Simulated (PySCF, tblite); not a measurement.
# C3H6O2S2Si+ (doublet): geometry, infrared bands and EPR parameters

What infrared bands and EPR parameters should C3H6O2S2Si+ (doublet) (`[O+]=CO[SiH]1SCCS1`) show?

The runs use tblite 0.8.0 and PySCF 2.14.0, with density-fitted response routines of our own; the level of theory stands in each step. All values are computed, except where a source is named. Atoms count from 0, in the outputs and in this text.

### Step 1. Starting geometry

14 atoms, charge 1, multiplicity 2; geometry from: force field or distance geometry start.

Bonds of the start (Å): O0–C1 1.21, C1–O2 1.34, O2–Si3 1.66, Si3–S4 2.13, S4–C5 1.83, C5–C6 1.53, C6–S7 1.83, S7–Si3 2.15, C1–H8 1.12, Si3–H9 1.47, C5–H10 1.09, C5–H11 1.09, C6–H12 1.10, C6–H13 1.10.

### Step 2. Optimising the geometry with GFN2-xTB

The job: settings as JSON, then the geometry in Å.

```
{"job": {"kind": "relax", "xc": "GFN2-xTB", "basis": "xTB"}, "charge": 1, "multiplicity": 2}
O      3.669100     0.769800    -0.605600
C      3.227300    -0.074900     0.146700
O      1.971200    -0.245700     0.576200
Si     0.731000     0.727600     0.043700
S     -0.243700    -0.205600    -1.608500
C     -1.949700    -0.188000    -0.958700
C     -1.956000    -0.529200     0.529500
S     -0.865100     0.598700     1.479700
H      3.868500    -0.856600     0.623300
H      1.081800     2.135400    -0.180900
H     -2.544100    -0.917400    -1.516400
H     -2.390000     0.797400    -1.129800
H     -2.978600    -0.446300     0.939900
H     -1.622400    -1.565600     0.694400
```

The run is started by

```bash
$ OMP_NUM_THREADS=1 python probes_run.py task.json out
```

This one command runs all jobs of the session in turn.

**Question.** This job is followed by: GFN2-xTB harmonic vibrations, gas phase; UKS B3LYP, pcH-1 on C H O S Si, non-relativistic, mean-field spin-orbit, GIAO. What will the session give for the following? strongest single infrared mode (GFN2-xTB); zero-point energy (GFN2-xTB); g(iso) (B3LYP); ⟨S²⟩; largest a(iso) (averaged by class).

The runs gave:

| quantity | value |
| --- | --- |
| strongest single infrared mode (GFN2-xTB) | 1037 cm⁻¹, 611 km/mol |
| zero-point energy (GFN2-xTB) | 55.5 kcal/mol |
| g(iso) (B3LYP) | 2.02018 |
| ⟨S²⟩ | 0.755 (exact 0.75) |
| largest a(iso) (averaged by class) | 1H on H10, H13, 49.6 MHz |

Relaxing lowered the energy by 0.220 eV in 38 steps; the close pair that moved most is Si3–S4, from 2.133 to 2.186 Å. All 36 modes are real, so the xTB geometry is a minimum. The strongest single mode, at 1037 cm⁻¹, moves mainly O2 and C1. GFN2-xTB is a fitted tight-binding method: band positions and strengths are rough. Its intensities can rank the bands wrongly. The largest spin populations lie on S7 (0.53 e), S4 (0.43 e). The isotropic g lies 17.9 ppt above the free-electron value. These values are for one conformer; the search (at its own cheap level) found 1 more, at 0.22 kcal/mol, and measured spectra average over such forms.
